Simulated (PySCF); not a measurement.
Runs of PySCF 2.14.0 on CAlFSH4. The cell holds a molecule in a box, 8 atoms: a = 13.000 Å, b = 14.000 Å, c = 11.000 Å, α = 90.00°, β = 90.00°, γ = 90.00°. 

```csv
task,level,conv_tol,grid for exchange and correlation,exxdiv,frozen core bands,three-body dispersion term,gap on the mesh (eV)
atomic charges,M06-L,1e-07 Ha,"Becke, atom-centred",-,-,-,6.18
atomic charges,HSE06,1e-07 Ha,"Becke, atom-centred",ewald,-,-,(b)
excitation energies (Tamm-Dancoff),PBE0,1e-08 Ha,"Becke, atom-centred",ewald,12,-,(a)
atomic charges,AM05+D4,1e-07 Ha,"Becke, atom-centred",-,-,yes,5.45
MP2 correlation energy,HF,1e-08 Ha,-,ewald,12,-,13.06
```

Alike in all rows: potentials or basis cc-pvdz (all-electron); no spin polarisation; cell as given; k mesh 1 × 1 × 1; smearing fixed.

Question: Estimate the missing entries.

Answer: (a) 7.44; (b) 6.64.

Caveats: this is a molecule in a periodic box at the Γ point, so its band gap is the HOMO-LUMO gap; the basis of atomic orbitals isn't converged, which shifts pressures, moduli and gaps; the basis is small and the box finite, so much correlation energy is missing and levels can be off by tenths of an eV (some runs); this program's HSE differs a little from the usual definition (some runs); the iterative solver can pass over a root and still report convergence (some runs); the D4 parameters stored for this functional may belong to another (some runs).

A k mesh can miss the band edges.

Not every run made on this cell is shown here.
